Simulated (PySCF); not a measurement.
# C₆H₅NO: excited states, first hyperpolarisability

What do calculations give for the excited states, first hyperpolarisability of C₆H₅NO (`O=Cc1cccnc1`)?

Computed with PySCF 2.14.0 and routines of our own; the level stands in each step. Atoms count from 0.

### 1 The system as given

13 atoms, charge 0, multiplicity 1; geometry from: GFN2-xTB.

### 2 Optimising the geometry at PBE0-D3(BJ)/def2-SVP

The job: settings as JSON, then the geometry in Å.

```
{"job": {"xc": "PBE0", "basis": "def2-SVP", "d3": "d3bj", "grid": 2, "kind": "geom"}, "charge": 0, "multiplicity": 1}
O     -2.527124     1.645650    -0.253321
C     -2.148931     0.507621    -0.155574
C     -0.744299     0.091081    -0.048413
C      0.286527     1.034069    -0.053675
C      1.592556     0.593738     0.047891
C      1.818709    -0.773612     0.149996
N      0.851090    -1.676196     0.157529
C     -0.394384    -1.256147     0.061784
H     -2.863848    -0.338825    -0.139555
H      0.039762     2.082630    -0.136318
H      2.418140     1.287991     0.048347
H      2.822140    -1.170285     0.230415
H     -1.154726    -2.027229     0.073167
```

The run is started by

```bash
$ OMP_NUM_THREADS=1 python excited_run.py task.json out
```

One launch serves the whole session: the jobs run in the order shown.

Output:

```text
step   0  E = -360.93934676  max force = 0.010427
step   1  E = -360.94049516  max force = 0.001609
step   2  E = -360.94049733  max force = 0.001031
step   3  E = -360.94050326  max force = 0.000320
optimisation converged
```

It took 25 s on 1 thread of Arm Neoverse V2, shared host; peak memory 0.69 GiB.

Step by step:

| step | energy from step 0 (eV) | largest force component (eV/Å) |
| --- | --- | --- |
| 0 | 0.0000 | 0.5362 |
| 1 | -0.0312 | 0.0827 |
| 2 | -0.0313 | 0.0530 |
| 3 | -0.0315 | 0.0165 |

Close pairs (by a distance rule), those that changed most:

```csv
bond,before (Å),after (Å),change (Å)
C7–H12,1.083,1.098,+0.015
C5–H11,1.082,1.096,+0.014
C4–H10,1.079,1.092,+0.013
C3–H9,1.080,1.093,+0.013
C1–H8,1.108,1.120,+0.012
N6–C7,1.318,1.329,+0.011
C4–C5,1.390,1.399,+0.010
C1–C2,1.469,1.478,+0.009
```

The final coordinates are the input of the step that follows.

```csv
at the end point,value
point group (found at 0.08 Å tolerance),Cs
"rotational constants (GHz, main isotopes)","5.436, 1.588, 1.229"
dipole moment (D),1.54
```

### 3 Excited states: TDA wB97X-D/def2-TZVP

The job: settings as JSON, then the geometry in Å.

```
{"job": {"kind": "states", "xc": "wB97X-D", "basis": "def2-TZVP", "tda": true, "soc": true, "nstates": 6, "ntriplets": 5, "nquad": 4}, "charge": 0, "multiplicity": 1}
O     -2.569165     1.667097    -0.263478
C     -2.202153     0.523234    -0.169846
C     -0.786430     0.110105    -0.067274
C      0.239359     1.061703    -0.074866
C      1.549927     0.618920     0.024588
C      1.780059    -0.757618     0.127659
N      0.813549    -1.671981     0.135799
C     -0.439281    -1.240269     0.040043
H     -2.937233    -0.321507    -0.154430
H     -0.021333     2.119774    -0.158484
H      2.388794     1.317759     0.023619
H      2.806022    -1.135387     0.207985
H     -1.226665    -2.005306     0.047866
```

Method: TDA wB97X-D/def2-TZVP excited states, vertical, gas phase, spin-orbit mean-field couplings.

Output:

```text
coarse grid: 11768 points
cycle   1  E = -361.4666427993  dE =  1.753e+00  |g| = 8.766e-01  |ddm| = 3.157e+00
cycle   2  E = -361.2603638989  dE =  2.063e-01  |g| = 1.429e+00  |ddm| = 3.566e+00
cycle   3  E = -361.6272290739  dE = -3.669e-01  |g| = 7.654e-02  |ddm| = 2.555e+00
cycle   4  E = -361.6281634478  dE = -9.344e-04  |g| = 5.614e-02  |ddm| = 1.167e-01
cycle   5  E = -361.6288417765  dE = -6.783e-04  |g| = 1.378e-02  |ddm| = 7.138e-02
cycle   6  E = -361.6288917571  dE = -4.998e-05  |g| = 5.378e-03  |ddm| = 3.078e-02
cycle   7  E = -361.6289011387  dE = -9.382e-06  |g| = 1.860e-03  |ddm| = 1.533e-02
final grid: 116312 points
cycle   8  E = -361.6090182546  dE = -1.811e-04  |g| = 3.950e-03  |ddm| = 1.332e-01
cycle   9  E = -361.6090216400  dE = -3.385e-06  |g| = 2.225e-03  |ddm| = 1.331e-02
cycle  10  E = -361.6090227252  dE = -1.085e-06  |g| = 1.129e-03  |ddm| = 2.828e-03
cycle  11  E = -361.6090230348  dE = -3.096e-07  |g| = 4.035e-04  |ddm| = 2.284e-03
cycle  12  E = -361.6090230785  dE = -4.377e-08  |g| = 1.322e-04  |ddm| = 4.497e-04
cycle  13  E = -361.6090230884  dE = -9.830e-09  |g| = 7.133e-05  |ddm| = 5.878e-04
cycle  14  E = -361.6090230901  dE = -1.783e-09  |g| = 2.079e-05  |ddm| = 1.354e-04
cycle  15  E = -361.6090230903  dE = -1.967e-10  |g| = 8.572e-06  |ddm| = 8.203e-05
converged SCF energy = -361.6090230903

Singlet excitations
state   eV       nm        f     d(h-e)  d(exc)  Lambda  PR(NTO)  |dmu|/D   mu/D   main configurations
  1   3.8387   323.0   0.00001   0.819   2.617   0.482   1.038    2.274    0.729   H->L 0.74, H-2->L 0.15
  2   4.7020   263.7   0.00129   1.287   2.946   0.484   1.102    3.388    4.657   H-2->L 0.73, H->L 0.18
  3   5.1655   240.0   0.00365   0.899   2.654   0.395   1.010    2.030    3.110   H->L+1 0.68, H-2->L+1 0.31
  4   5.3356   232.4   0.08885   0.479   2.846   0.707   1.633    1.285    2.898   H-1->L 0.46, H-3->L 0.22, H-1->L+1 0.20
  5   5.9223   209.4   0.26585   0.594   2.863   0.686   1.372                     H-1->L 0.40, H-3->L 0.40, H-1->L+1 0.15
  6   6.4320   192.8   0.00064   2.624   3.677   0.413   1.009                     H-2->L+1 0.66, H->L+1 0.29

Triplet excitations (Tamm-Dancoff)
state   eV     d(h-e)  d(exc)  Lambda  PR(NTO)   main configurations
  1   3.3458   0.842   2.498   0.482   1.027   H->L 0.66, H-2->L 0.20
  2   3.8215   0.234   2.699   0.707   1.187   H-1->L 0.79, H-3->L 0.08
  3   4.2851   1.119   2.670   0.460   1.101   H-2->L 0.43, H->L+1 0.17, H->L 0.17
  4   4.5857   0.477   2.575   0.717   1.028   H-3->L 0.42, H-3->L+1 0.23, H-1->L 0.16
  5   4.7860   1.184   2.782   0.423   1.080   H->L+1 0.42, H-2->L+1 0.27, H-2->L 0.21
S1 - T1 = 0.4929 eV

Spin-orbit couplings |<S|Hso|T>| (cm-1)
             T1       T2       T3       T4       T5
S0       51.233    0.019   29.211    0.029   11.879
S1        0.372   18.787    4.774    1.689    5.024
S2        6.654    6.944    0.511    5.896    0.446
S3        0.776    1.943    0.572    4.452    0.185
S4        5.698    0.054    1.925    0.039    5.719
S5       17.608    0.023    7.890    0.012    4.425
S6        0.177    0.574    4.964    1.472    5.849
T1 sublevels (cm-1): 0.000 0.001 0.174   radiative rates (1/s): 8.82 0.121 908
```

Run time: 43 s. Hardware: 1 thread of Arm Neoverse V2, shared host; peak memory 1 GiB.

In short:

| quantity | value |
| --- | --- |
| S1 less T1 | 0.49 eV |

### 4 Excited states: TDDFT CAM-B3LYP/aug-cc-pVDZ

The job, as its differences from that of step 3:

```diff
@@ -1,2 +1,2 @@
-{"job": {"kind": "states", "xc": "wB97X-D", "basis": "def2-TZVP", "tda": true, "soc": true, "nstates": 6, "ntriplets": 5, "nquad": 4}, "charge": 0, "multiplicity": 1}
+{"job": {"kind": "states", "xc": "CAM-B3LYP", "basis": "aug-cc-pVDZ", "tpa": true, "nstates": 8, "nquad": 6, "ntriplets": 0}, "charge": 0, "multiplicity": 1}
 O     -2.569165     1.667097    -0.263478
```

Level: TDDFT CAM-B3LYP/aug-cc-pVDZ excited states, vertical, gas phase, two-photon moments by quadratic response.

Output:

```text
coarse grid: 11768 points
cycle   1  E = -361.2982908661  dE =  1.726e+00  |g| = 8.166e-01  |ddm| = 1.939e+01
cycle   2  E = -361.0305169597  dE =  2.678e-01  |g| = 1.469e+00  |ddm| = 5.339e+00
cycle   3  E = -361.4445717754  dE = -4.141e-01  |g| = 7.800e-02  |ddm| = 3.506e+00
cycle   4  E = -361.4453634670  dE = -7.917e-04  |g| = 6.117e-02  |ddm| = 4.233e-01
cycle   5  E = -361.4461882905  dE = -8.248e-04  |g| = 1.338e-02  |ddm| = 1.894e-01
cycle   6  E = -361.4462282869  dE = -4.000e-05  |g| = 5.659e-03  |ddm| = 6.142e-02
cycle   7  E = -361.4462371982  dE = -8.911e-06  |g| = 1.686e-03  |ddm| = 2.513e-02
final grid: 116312 points
cycle   8  E = -361.4696683787  dE = -1.967e-05  |g| = 3.403e-03  |ddm| = 3.939e-01
cycle   9  E = -361.4696677096  dE =  6.690e-07  |g| = 4.166e-03  |ddm| = 4.201e-02
cycle  10  E = -361.4696716073  dE = -3.898e-06  |g| = 7.783e-04  |ddm| = 1.527e-02
cycle  11  E = -361.4696717290  dE = -1.217e-07  |g| = 2.023e-04  |ddm| = 2.569e-03
cycle  12  E = -361.4696717396  dE = -1.066e-08  |g| = 9.370e-05  |ddm| = 1.345e-03
cycle  13  E = -361.4696717424  dE = -2.793e-09  |g| = 3.161e-05  |ddm| = 4.697e-04
cycle  14  E = -361.4696717428  dE = -3.291e-10  |g| = 1.437e-05  |ddm| = 1.505e-04
converged SCF energy = -361.4696717428

Singlet excitations
state   eV       nm        f     d(h-e)  d(exc)  Lambda  PR(NTO)  |dmu|/D   mu/D   delta(TPA)   sigma/GM   main configurations
  1   3.7930   326.9   0.00006   0.833   2.639   0.466   1.035    2.285    0.737        0.22      0.001   H->L 0.72, H-2->L 0.16
  2   4.6883   264.5   0.00130   1.334   2.994   0.471   1.094    3.490    4.774        0.29      0.002   H-2->L 0.70, H->L 0.20
  3   5.1463   240.9   0.00279   0.907   2.704   0.395   1.017    2.105    3.277        0.68      0.007   H->L+1 0.67, H-2->L+1 0.30
  4   5.1966   238.6   0.12871   0.517   2.892   0.694   1.529    1.540    3.170       63.47      0.628   H-1->L 0.65, H-1->L+1 0.13, H-3->L 0.12
  5   5.6585   219.1   0.15987   0.531   2.864   0.667   1.510    1.747    3.428       60.56      0.710   H-3->L 0.53, H-1->L 0.25, H-1->L+1 0.19
  6   6.4150   193.3   0.00065   2.622   3.721   0.411   1.010    7.064    5.417        0.14      0.002   H-2->L+1 0.66, H->L+1 0.29
  7   6.6240   187.2   0.24657   0.671   3.022   0.665   1.943                                            H-1->L+1 0.62, H-3->L 0.30
  8   6.9740   177.8   0.02163   0.563   4.098   0.186   1.335                                            H->L+2 0.53, H->L+3 0.26
```

Run time: 44 s. Hardware: 1 thread of Arm Neoverse V2, shared host; peak memory 0.98 GiB.

### 5 First hyperpolarisability: quadratic response CAM-B3LYP/aug-cc-pVDZ

The job, as its differences from that of step 4:

```diff
@@ -1,2 +1,2 @@
-{"job": {"kind": "states", "xc": "CAM-B3LYP", "basis": "aug-cc-pVDZ", "tpa": true, "nstates": 8, "nquad": 6, "ntriplets": 0}, "charge": 0, "multiplicity": 1}
+{"job": {"kind": "beta", "xc": "CAM-B3LYP", "basis": "aug-cc-pVDZ"}, "charge": 0, "multiplicity": 1}
 O     -2.569165     1.667097    -0.263478
```

Level: quadratic response CAM-B3LYP/aug-cc-pVDZ first hyperpolarisability, Taylor convention, gas phase.

Output:

```text
coarse grid: 11768 points
cycle   1  E = -361.2982908661  dE =  1.726e+00  |g| = 8.166e-01  |ddm| = 1.939e+01
cycle   2  E = -361.0305169597  dE =  2.678e-01  |g| = 1.469e+00  |ddm| = 5.339e+00
cycle   3  E = -361.4445717754  dE = -4.141e-01  |g| = 7.800e-02  |ddm| = 3.506e+00
cycle   4  E = -361.4453634670  dE = -7.917e-04  |g| = 6.117e-02  |ddm| = 4.233e-01
cycle   5  E = -361.4461882905  dE = -8.248e-04  |g| = 1.338e-02  |ddm| = 1.894e-01
cycle   6  E = -361.4462282869  dE = -4.000e-05  |g| = 5.659e-03  |ddm| = 6.142e-02
cycle   7  E = -361.4462371982  dE = -8.911e-06  |g| = 1.686e-03  |ddm| = 2.513e-02
final grid: 116312 points
cycle   8  E = -361.4696683787  dE = -1.967e-05  |g| = 3.403e-03  |ddm| = 3.939e-01
cycle   9  E = -361.4696677096  dE =  6.690e-07  |g| = 4.166e-03  |ddm| = 4.201e-02
cycle  10  E = -361.4696716073  dE = -3.898e-06  |g| = 7.783e-04  |ddm| = 1.527e-02
cycle  11  E = -361.4696717290  dE = -1.217e-07  |g| = 2.023e-04  |ddm| = 2.569e-03
cycle  12  E = -361.4696717396  dE = -1.066e-08  |g| = 9.370e-05  |ddm| = 1.345e-03
cycle  13  E = -361.4696717424  dE = -2.793e-09  |g| = 3.161e-05  |ddm| = 4.697e-04
cycle  14  E = -361.4696717428  dE = -3.291e-10  |g| = 1.437e-05  |ddm| = 1.505e-04
converged SCF energy = -361.4696717428

Lowest singlets (eV, f): 3.7930 0.0001  4.6883 0.0013  5.1463 0.0028

First hyperpolarisability (au)
process     nm      |vector|   parallel      HRS      DR
static         -      168.05      98.09      85.76   3.058
shg       1907.0      185.80      109.3       93.7   3.132
eope      1907.0      173.68     101.66          -       -
shg       1064.0      236.06     140.57     115.92   3.316
eope      1064.0      187.15     110.15          -       -
```

It took 32 s on 1 thread of Arm Neoverse V2, shared host; peak memory 0.89 GiB.

### 6 Excited states: TDA wB97X-D/def2-TZVP in cyclohexane

The job, as its differences from that of step 5:

```diff
@@ -1,2 +1,2 @@
-{"job": {"kind": "beta", "xc": "CAM-B3LYP", "basis": "aug-cc-pVDZ"}, "charge": 0, "multiplicity": 1}
+{"job": {"kind": "states", "xc": "wB97X-D", "basis": "def2-TZVP", "tda": true, "soc": true, "nstates": 6, "ntriplets": 5, "nquad": 4, "solvent": "cyclohexane"}, "charge": 0, "multiplicity": 1}
 O     -2.569165     1.667097    -0.263478
```

Level: TDA wB97X-D/def2-TZVP excited states, vertical, IEF-PCM cyclohexane (non-equilibrium response), spin-orbit mean-field couplings.

Output:

```text
coarse grid: 11768 points
cycle   1  E = -361.4786406204  dE =  1.741e+00  |g| = 8.612e-01  |ddm| = 3.156e+00
cycle   2  E = -361.3114950226  dE =  1.671e-01  |g| = 1.346e+00  |ddm| = 3.093e+00
cycle   3  E = -361.6318956102  dE = -3.204e-01  |g| = 6.959e-02  |ddm| = 2.146e+00
cycle   4  E = -361.6327463245  dE = -8.507e-04  |g| = 4.938e-02  |ddm| = 1.143e-01
cycle   5  E = -361.6332794480  dE = -5.331e-04  |g| = 1.206e-02  |ddm| = 6.731e-02
cycle   6  E = -361.6333205232  dE = -4.108e-05  |g| = 4.598e-03  |ddm| = 2.997e-02
cycle   7  E = -361.6333277613  dE = -7.238e-06  |g| = 1.744e-03  |ddm| = 1.401e-02
final grid: 116312 points
cycle   8  E = -361.6134271941  dE = -1.807e-04  |g| = 3.917e-03  |ddm| = 1.333e-01
cycle   9  E = -361.6134306275  dE = -3.433e-06  |g| = 2.077e-03  |ddm| = 1.319e-02
cycle  10  E = -361.6134315559  dE = -9.284e-07  |g| = 1.130e-03  |ddm| = 2.690e-03
cycle  11  E = -361.6134318358  dE = -2.799e-07  |g| = 3.983e-04  |ddm| = 2.114e-03
cycle  12  E = -361.6134318793  dE = -4.350e-08  |g| = 1.334e-04  |ddm| = 4.282e-04
cycle  13  E = -361.6134318902  dE = -1.097e-08  |g| = 5.815e-05  |ddm| = 5.638e-04
cycle  14  E = -361.6134318916  dE = -1.392e-09  |g| = 1.884e-05  |ddm| = 1.369e-04
cycle  15  E = -361.6134318918  dE = -1.828e-10  |g| = 6.684e-06  |ddm| = 7.189e-05
converged SCF energy = -361.6134318918

Singlet excitations
state   eV       nm        f     d(h-e)  d(exc)  Lambda  PR(NTO)  |dmu|/D   mu/D   main configurations
  1   3.8890   318.8   0.00001   0.811   2.609   0.482   1.037    2.544    0.857   H->L 0.73, H-2->L 0.16
  2   4.7409   261.5   0.00149   1.291   2.956   0.486   1.098    3.931    5.323   H-2->L 0.71, H->L 0.20
  3   5.2270   237.2   0.00437   0.898   2.647   0.400   1.010    2.357    3.569   H->L+1 0.69, H-2->L+1 0.30
  4   5.2792   234.9   0.16202   0.557   2.870   0.703   1.473    1.731    3.489   H-1->L 0.57, H-1->L+1 0.16, H-3->L 0.16
  5   5.8136   213.3   0.30395   0.606   2.853   0.682   1.325                     H-3->L 0.48, H-1->L 0.31, H-1->L+1 0.17
  6   6.5025   190.7   0.00072   2.600   3.661   0.416   1.011                     H-2->L+1 0.67, H->L+1 0.28

Triplet excitations (Tamm-Dancoff)
state   eV     d(h-e)  d(exc)  Lambda  PR(NTO)   main configurations
  1   3.4070   0.835   2.494   0.483   1.026   H->L 0.64, H-2->L 0.21
  2   3.8188   0.262   2.707   0.702   1.172   H-1->L 0.79, H-3->L 0.09
  3   4.3499   1.130   2.691   0.463   1.098   H-2->L 0.43, H->L 0.19, H->L+1 0.17
  4   4.5657   0.481   2.572   0.713   1.037   H-3->L 0.42, H-3->L+1 0.21, H-1->L+1 0.17
  5   4.8069   0.117   2.670   0.694   1.808   H-1->L+1 0.63, H-3->L 0.32
S1 - T1 = 0.4821 eV

Spin-orbit couplings |<S|Hso|T>| (cm-1)
             T1       T2       T3       T4       T5
S0       50.687    0.017   28.522    0.032    0.095
S1        0.380   18.164    4.976    2.223    7.611
S2        6.751    6.578    0.548    6.054    6.887
S3        0.899    1.815    0.573    4.249    3.631
S4        7.315    0.051    1.443    0.044    0.064
S5       17.218    0.028    7.840    0.010    0.053
S6        0.240    0.496    5.138    1.359    7.753
T1 sublevels (cm-1): 0.000 0.001 0.183   radiative rates (1/s): 0.15 15.1 1.03e+03
```

Wall time 45 s (1 thread of Arm Neoverse V2, shared host); peak memory 1.1 GiB.

From this job:

```
  quantity    value
S1 less T1  0.48 eV
```

### 7 Results

| quantity | value |
| --- | --- |
| point group | Cs |
| rotational constants (main isotopes) | 5.44, 1.59, 1.23 GHz |
| S1 less T1 (step 3, TDA wB97X-D/def2-TZVP) | 0.49 eV |
| β vector (step 5, quadratic response CAM-B3LYP/aug-cc-pVDZ) | static 168, SHG 1907.0 nm 186, SHG 1064.0 nm 236 au |
| S1 less T1 (step 6, TDA wB97X-D/def2-TZVP in cyclohexane) | 0.48 eV |

What this shows: Over 3 steps the energy fell by 0.031 eV; of the close pairs, C7–H12 changed most, 1.083 to 1.098 Å. In step 3, the number of triplets below S1 is 2, and the largest singlet-triplet spin-orbit coupling is S0–T1, 51.23 cm⁻¹. β grows from 168 au (static) to 236 au for doubling at 1064.0 nm: normal dispersion, which grows as twice the photon energy moves toward the bright states. In step 6, the number of triplets below S1 is 2, and the largest singlet-triplet spin-orbit coupling is S0–T1, 50.69 cm⁻¹.
